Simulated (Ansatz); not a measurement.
# GaH₄+ (quintet): from Hartree-Fock to the top rungs, aug-cc-pVDZ

How much of the correlation energy of GaH₄+ (quintet) does each wave-function method recover here?

The runs use Ansatz 0.2.0, Gaussian basis; aug-cc-pVDZ, core rule «outside noble gas», up to 14 orbitals frozen.

The runs, in order: UHF; CCSD(T) on ROHF; CCSD(T) on UHF; BCCD(T) on ROHF; CISD as a restricted active space (open shells left free, so some higher excitations enter); CCSDT(Q) on ROHF; CCSDT(Q) on UHF.

9 further runs of the same task are left out: 2 for a known fault of the program, 1 that didn't finish, 6 set aside as unsound or not needed. Runs told in other sessions of the task aren't counted.

## 1. What is computed

The geometry is a PBE0/def2-TZVP stationary point (not a proven minimum) of the parent state, kept for this charge and spin. No spin-orbit coupling is included. The filled d shell of Ga may be among the frozen orbitals whatever the setting's name suggests.

5 atoms, charge 1, spin multiplicity 5.

Atoms are counted from 1 here; the program's logs count them from 0.

Bond lengths: Ga1–H2 1.643 Å, Ga1–H3 1.643 Å, Ga1–H4 1.643 Å, Ga1–H5 1.643 Å. Angles: H2–Ga1–H3 69.0°, H2–Ga1–H4 132.8°, H2–Ga1–H5 132.8°, H3–Ga1–H4 132.8°, H3–Ga1–H5 132.8°, H4–Ga1–H5 69.0°.

## 2. UHF

in.yaml reads:

```yaml
crystal:
  periodic: [false, false, false]
  atoms:
    - {symbol: Ga, position_ang: [0.000000, 0.000000, 0.000000]}
    - {symbol: H, position_ang: [0.652504, 0.664105, 1.353869]}
    - {symbol: H, position_ang: [-0.662515, -0.654094, 1.353881]}
    - {symbol: H, position_ang: [-0.654085, 0.652495, -1.358743]}
    - {symbol: H, position_ang: [0.664096, -0.662506, -1.349007]}
basis:
  gaussian: {orbitals: aug-cc-pVDZ}
total_charge: 1
magnetization: {spin_polarized: true, initial_magnetization: 4}
hamiltonian: {xc: hf}
output: {orbitals: {seedname: orbitals}}
```

Run with:

```
ansatz run in.yaml --threads 1 --pin off --events-out ev --progress --plain --max-ram 4160MiB --backend cpu
```

The runs that follow: CCSD(T) on ROHF; CCSD(T) on UHF; BCCD(T) on ROHF; CISD as a restricted active space (open shells left free, so some higher excitations enter); CCSDT(Q) on ROHF; CCSDT(Q) on UHF.

**Question.** What will the summary of the whole plan be? Wanted: UCCSDT(Q) from the RHF energy; RMP2 from UCCSDT(Q); UMP2 from UCCSDT(Q); RCCSD from UCCSDT(Q); RCCSD(T) from UCCSDT(Q); UCCSD(T) from UCCSDT(Q); RCCSDT(Q) from UCCSDT(Q); T1 diagnostic.

**Answer**, as computed:

| quantity | value |
| --- | --- |
| UCCSDT(Q) from the ROHF energy | -2.4315 eV |
| RMP2 from UCCSDT(Q) | +16.91 kcal/mol |
| UMP2 from UCCSDT(Q) | +17.06 kcal/mol |
| RCCSD from UCCSDT(Q) | +2.55 kcal/mol |
| RCCSD(T) from UCCSDT(Q) | +0.90 kcal/mol |
| UCCSD(T) from UCCSDT(Q) | +0.63 kcal/mol |
| RCCSDT(Q) from UCCSDT(Q) | +0.28 kcal/mol |
| levels within 1 kcal/mol (43 meV) | RCCSD(T), UCCSD(T), BCCD(T), RCCSDT, UCCSDT, RCCSDT(Q) |
| T1 diagnostic | 0.032 |

In words: RCCSD(T) misses by +0.90 kcal/mol, 1.6 % of the correlation energy. Coupled cluster took another determinant than the lowest Hartree-Fock one. These misses are within one basis, not against nature; the frozen cores of restricted and unrestricted runs differ, which can shift their rows.
